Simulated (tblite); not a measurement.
# C7H13BO2: the cost of one run

Computed with tblite 0.8.0 and PySCF 2.14.0 and routines of our own; the level stands in each step. Atoms count from 0.

### 1 The starting structure

23 atoms, charge 0, multiplicity 1; geometry from: start built from the parent or by distance geometry.

### 2 Optimising the geometry with GFN2-xTB

Job settings and geometry (Å):

```
{"job": {"kind": "relax", "xc": "GFN2-xTB", "basis": "xTB"}, "charge": 0, "multiplicity": 1}
C     -2.104000    -1.083800    -0.914600
C     -1.158200    -0.695200     0.189700
C     -1.181900     0.792300     0.588100
C      0.222500     0.892000     0.081600
C      1.271600     1.944700     0.308100
C      0.485000     1.873500    -1.025500
C      0.324500    -0.573400    -0.284700
B      1.391400    -1.371200     0.631200
O      1.409200    -1.215300     2.076700
O      2.353100    -2.253500    -0.008200
H     -2.003600    -0.410500    -1.793600
H     -1.942800    -2.131400    -1.228500
H     -3.175200    -0.995500    -0.523000
H     -1.274900    -1.358100     1.096200
H     -1.278600     0.979100     1.682000
H     -1.928000     1.396800     0.003900
H      0.960500     2.767300     0.987200
H      2.313700     1.558700     0.240300
H      1.124400     1.527900    -1.852100
H     -0.214500     2.717100    -1.118100
H      0.446900    -0.746100    -1.359200
H      0.803900    -1.916700     2.424000
H      3.145600    -1.644500    -0.181300
```

Started as:

```sh
$ OMP_NUM_THREADS=1 python redox_run.py task.json out
```

The driver reads the jobs from task.json and runs them one after another.

Q: Estimate the wall time of this first job on 1 thread of Arm Neoverse V2, shared host.

About 3.3 s.
